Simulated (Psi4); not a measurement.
# doublet AlCl2F− at 5 levels

Aim: a comparison of 5 runs (U-r2SCAN/def2-SVPD, UB3LYP/def2-SVPD, UBHLYP/def2-SVPD, UCAM-B3LYP/def2-SVPD, UM06-2X/def2-SVPD) of doublet AlCl2F−. 

Program for the calculation: Psi4 1.11.

**1. The molecule**

AlCl2F−: 4 atoms, total charge -1, spin state doublet. SMILES of the parent species: `[F][Al]([Cl])[Cl]`. The shape is that of a PBE0-D4/def2-TZVP optimisation. That shape belongs to the parent species and isn't relaxed for this state.

Bond lengths: F1–Al2 1.633 Å, Al2–Cl3 2.065 Å, Al2–Cl4 2.065 Å. Angles: F1–Al2–Cl3 119.2°, F1–Al2–Cl4 119.2°, Cl3–Al2–Cl4 121.5°.

**2. Energy and gradient at U-r2SCAN/def2-SVPD (run 1)**

Input file calc.dat:

```
memory 2200 mb

molecule system {
  -1 2
  F      0.16519986     0.73362948     3.17918075
  Al     0.00907069     0.04068580     0.17687837
  Cl     2.31121064    -2.76597323    -1.25373880
  Cl    -2.48550008     1.99163905    -2.10233921
  units bohr
  symmetry c1
}

set globals {
  reference uks
  puream true
  e_convergence 1e-09
  d_convergence 1e-08
  scf_type pk
  dft_radial_points 99
  dft_spherical_points 590
  maxiter 100
}

e, wfn = gradient('r2scan/def2-SVPD', return_wfn=True)
oeprop(wfn, 'WIBERG_LOWDIN_INDICES', 'QUADRUPOLE', 'LOWDIN_CHARGES')
```

The run is started by

```sh
$ psi4 -i calc.dat -o calc.out -n 1
```

calc.out:

```text
[...]
  Running in c1 symmetry.
[...]
  Nuclear repulsion =  244.295361815582453
[...]
  Multiplicity = 2
[...]
  Nalpha       = 29
  Nbeta        = 28
[...]
    Number of basis functions: 101
[...]
   @UKS iter   1: -1262.13027142350325   -1.06483e-01   6.63540e-03 DIIS/ADIIS
[...]
   @UKS iter  14: -1262.34929435615004   -2.27374e-13   1.13081e-09 DIIS
[...]
   @S^2 Observed:                7.531307602E-01
[...]
  @UKS Final Energy: -1262.34929435615004
   => Energetics <=
    Nuclear Repulsion Energy =            244.2953618155824529
    One-Electron Energy =               -2243.7668872673948499
    Two-Electron Energy =                 822.8800716978483933
    DFT Exchange-Correlation Energy =     -85.7578406021861213
    Empirical Dispersion Energy =           0.0000000000000000
    VV10 Nonlocal Energy =                  0.0000000000000000
    Total Energy =                      -1262.3492943561500397
[...]
  -Total Gradient:
     Atom            X                  Y                   Z
    ------   -----------------  -----------------  -----------------
       1       -0.002015668935    -0.008894856079    -0.038474349192
       2        0.000140758079     0.000467952684     0.001841602465
       3       -0.021769401037     0.026742245088     0.014325590524
       4        0.023646554513    -0.018303775525     0.022359367098
[...]
 Multipole Moments:
 ------------------------------------------------------------------------------------
     Multipole            Electronic (a.u.)      Nuclear  (a.u.)        Total (a.u.)
 ------------------------------------------------------------------------------------
 L = 1.  Multiply by 2.5417464519 to convert [e a0] to [Debye]
 Dipole X            :          0.0261768           -0.0483080           -0.0221312
 Dipole Y            :          0.1139457           -0.2145795           -0.1006338
 Dipole Z            :          0.4909230           -0.9299528           -0.4390298
 Magnitude           :                                                    0.4509591
 L = 2.  Multiply by 1.3450342976 to convert [e a0^2] to [Debye ang]
 Quadrupole XX       :       -240.1984122          196.0436785          -44.1547337
 Quadrupole XY       :        193.7069798         -191.8809764            1.8260034
[...]
```

Wall time 32 s (1 thread of Intel Xeon 6975P-C (Granite Rapids), shared host); peak memory 1.1 GiB.

**3. The energy at UB3LYP/def2-SVPD (run 2)**

Input file alcl2f.inp:

```
memory 2200 MB

molecule geom {
  -1 2
  F      0.087420     0.388220     1.682350
  Al     0.004800     0.021530     0.093600
  Cl     1.223040    -1.463690    -0.663450
  Cl    -1.315270     1.053930    -1.112510
  units angstrom
  symmetry c1
}

set {
  basis                def2-SVPD
  reference            uks
  puream               true
  e_convergence        1e-09
  d_convergence        1e-08
  scf_type             pk
  dft_radial_points    99
  dft_spherical_points 590
  maxiter              100
}

result, w = energy("b3lyp", return_wfn=True)
oeprop(w, "WIBERG_LOWDIN_INDICES", "MULLIKEN_CHARGES", "LOWDIN_CHARGES")
```

The run is started by

```sh
$ psi4 alcl2f.inp alcl2f.out -n 1
```

alcl2f.out:

```text
[...]
  Running in c1 symmetry.
[...]
  Nuclear repulsion =  244.295361750994289
[...]
  Multiplicity = 2
[...]
  Nalpha       = 29
  Nbeta        = 28
[...]
    Number of basis functions: 101
[...]
   @UKS iter   1: -1262.30971282977634   -1.60666e-01   6.56406e-03 DIIS/ADIIS
[...]
   @UKS iter  12: -1262.52210570550733   -9.77707e-12   4.68635e-09 DIIS
[...]
   @S^2 Observed:                7.511700247E-01
[...]
  @UKS Final Energy: -1262.52210570550733
   => Energetics <=
    Nuclear Repulsion Energy =            244.2953617509942887
    One-Electron Energy =               -2243.8547872825629383
    Two-Electron Energy =                 806.2634829416358571
    DFT Exchange-Correlation Energy =     -69.2261631155746358
    Empirical Dispersion Energy =           0.0000000000000000
    VV10 Nonlocal Energy =                  0.0000000000000000
    Total Energy =                      -1262.5221057055073288
[...]
 Multipole Moments:
 ------------------------------------------------------------------------------------
     Multipole            Electronic (a.u.)      Nuclear  (a.u.)        Total (a.u.)
 ------------------------------------------------------------------------------------
 L = 1.  Multiply by 2.5417464519 to convert [e a0] to [Debye]
 Dipole X            :          0.0303366           -0.0483080           -0.0179714
 Dipole Y            :          0.1330845           -0.2145795           -0.0814950
 Dipole Z            :          0.5747084           -0.9299528           -0.3552444
 Magnitude           :                                                    0.3649150
[...]
  Mulliken Charges: (a.u.)
   Center  Symbol    Alpha    Beta     Spin     Total
       1     F     4.90022  4.81553  0.08469 -0.71575
       2    AL     7.39674  5.55277  1.84396  0.05049
       3    CL     8.35152  8.81585 -0.46433 -0.16737
       4    CL     8.35152  8.81585 -0.46433 -0.16737
   Total alpha = 29.00000, Total beta = 28.00000, Total charge = -1.00000
  Lowdin Charges: (a.u.)
   Center  Symbol    Alpha    Beta     Spin     Total
       1     F     4.78643  4.73076  0.05567 -0.51718
       2    AL     6.91662  6.22586  0.69076 -0.14249
[...]
```

It took 11 s on 1 thread of Intel Xeon 6975P-C (Granite Rapids), shared host; peak memory 0.94 GiB.

Runs 3 to 4 aren't shown in full; the table further down has their settings and results.

**4. Energy and gradient at UM06-2X/def2-SVPD (run 5)**

Input file alcl2f.json:

```json
{
  "schema_name": "qcschema_input",
  "schema_version": 1,
  "molecule": {
    "schema_name": "qcschema_molecule",
    "schema_version": 2,
    "symbols": ["F", "Al", "Cl", "Cl"],
    "geometry": [0.16519986, 0.73362948, 3.17918075, 0.00907069, 0.0406858, 0.17687837, 2.31121064, -2.76597323, -1.2537388, -2.48550008, 1.99163905, -2.10233921],
    "molecular_charge": -1,
    "molecular_multiplicity": 2,
    "fix_symmetry": "c1"
  },
  "driver": "gradient",
  "model": {
    "method": "m06-2x",
    "basis": "def2-SVPD"
  },
  "keywords": {
    "reference": "uks",
    "puream": true,
    "e_convergence": 1e-09,
    "d_convergence": 1e-08,
    "scf_type": "pk",
    "dft_radial_points": 99,
    "dft_spherical_points": 590,
    "maxiter": 100,
    "scf_properties": ["QUADRUPOLE", "DIPOLE", "WIBERG_LOWDIN_INDICES"]
  }
}
```

The run is started by

```sh
$ psi4 --qcschema alcl2f.json -n 1 --memory 2200MB
```

stdout:

```text
[...]
  Running in c1 symmetry.
[...]
  Nuclear repulsion =  244.295361815582453
[...]
  Multiplicity = 2
[...]
  Nalpha       = 29
  Nbeta        = 28
[...]
    Number of basis functions: 101
[...]
   @UKS iter   1: -1262.25919227350528   -3.50959e-01   5.44145e-03 DIIS/ADIIS
[...]
   @UKS iter  15: -1262.40156232807863   -2.04636e-12   6.07184e-09 DIIS
[...]
   @S^2 Observed:                7.539623871E-01
[...]
  @UKS Final Energy: -1262.40156232807863
   => Energetics <=
    Nuclear Repulsion Energy =            244.2953618155824529
    One-Electron Energy =               -2244.2762598182443980
    Two-Electron Energy =                 778.3053421449834559
    DFT Exchange-Correlation Energy =     -40.7260064704001650
    Empirical Dispersion Energy =           0.0000000000000000
    VV10 Nonlocal Energy =                  0.0000000000000000
    Total Energy =                      -1262.4015623280783984
[...]
 Multipole Moments:
 ------------------------------------------------------------------------------------
     Multipole            Electronic (a.u.)      Nuclear  (a.u.)        Total (a.u.)
 ------------------------------------------------------------------------------------
 L = 1.  Multiply by 2.5417464519 to convert [e a0] to [Debye]
 Dipole X            :          0.0255726           -0.0483080           -0.0227355
 Dipole Y            :          0.1116973           -0.2145795           -0.1028822
 Dipole Z            :          0.4817370           -0.9299528           -0.4482157
 Magnitude           :                                                    0.4604335
 L = 2.  Multiply by 1.3450342976 to convert [e a0^2] to [Debye ang]
 Quadrupole XX       :       -239.0824911          196.0436785          -43.0388126
 Quadrupole XY       :        193.7711333         -191.8809764            1.8901569
[...]
  -Total Gradient:
     Atom            X                  Y                   Z
    ------   -----------------  -----------------  -----------------
       1       -0.001910302717    -0.008442999293    -0.036536470065
       2       -0.000069245581    -0.000424141275    -0.001972893928
       3       -0.022906903406     0.028138050060     0.015035765352
       4        0.024887436560    -0.019266978006     0.023490275927
[...]
```

The result, in JSON:

```text
{
 "driver": "gradient",
 "model": {
  "method": "m06-2x",
  "basis": "def2-SVPD"
 },
 "success": true,
 "return_result": [-0.0019103027168375928, -0.008442999292720398, -0.036536470064657954, -6.924558073778751e-05, -0.0004241412748635185, -0.001972893927757551, -0.02290690340608465, 0.028138050060217676, 0.015035765351748893, 0.024887436559562805, -0.019266978005954442, 0.023490275926793723],
 "properties": {
  "calcinfo_nbasis": 101,
  "calcinfo_nmo": 101,
  "calcinfo_nalpha": 29,
  "calcinfo_nbeta": 28,
  "calcinfo_natom": 4,
  "nuclear_repulsion_energy": 244.29536181558245,
  "return_energy": -1262.4015623280786,
  "return_gradient": [-0.0019103027168375928, -0.008442999292720398, -0.036536470064657954, -6.924558073778751e-05, -0.0004241412748635185, -0.001972893927757551, -0.02290690340608465, 0.028138050060217676, 0.015035765351748893, 0.024887436559562805, -0.019266978005954442, 0.023490275926793723],
  "scf_one_electron_energy": -2244.2762598182444,
  "scf_two_electron_energy": 778.3053421449835,
  "scf_xc_energy": -40.726006470400165,
  "scf_dipole_moment": [-0.02273549539548847, -0.10288220815501659, -0.44821574331445224],
  "scf_total_energy": -1262.4015623280786,
  "scf_total_gradient": [-0.0019103027168375928, -0.008442999292720398, -0.036536470064657954, -6.924558073778751e-05, -0.0004241412748635185, -0.001972893927757551, -0.02290690340608465, 0.028138050060217676, 0.015035765351748893, 0.024887436559562805, -0.019266978005954442, 0.023490275926793723],
  "scf_iterations": 15
 }
}
```

Wall time 29 s (1 thread of Intel Xeon 6975P-C (Granite Rapids), shared host); peak memory 1.1 GiB.

**5. All runs side by side**

```csv
run,level,task,energy (Eh),HOMO energy (eV),LUMO energy (eV),⟨S²⟩,wall time
1,U-r2SCAN/def2-SVPD,gradient,-1262.349294,1.69,2.60,0.753,32 s
2,UB3LYP/def2-SVPD,energy,-1262.522106,1.33,2.56,0.751,11 s
3,UBHLYP/def2-SVPD,energy,-1262.437174,0.93,3.22,0.751,11 s
4,UCAM-B3LYP/def2-SVPD,gradient,-1262.481469,0.54,3.34,0.751,22 s
5,UM06-2X/def2-SVPD,gradient,-1262.401562,0.81,0.93,0.754,29 s
```

**6. What came out**

| quantity | value |
| --- | --- |
| run 5: total energy | -1262.40156 Eh |
| run 5: HOMO energy (highest over α and β) | 0.81 eV |
| run 5: LUMO energy (lowest over α and β) | 0.93 eV |
| run 5: ⟨S²⟩ | 0.754 |
| run 5: largest force on an atom | 2.020 eV/Å |

What this shows: Totals of different functionals can't be ranked against each other. In runs 1, 2, 3, 4, 5 the HOMO lies above zero, so the outermost electron may be held by the basis alone. All runs together took 1.8 min, the longest 32 s.
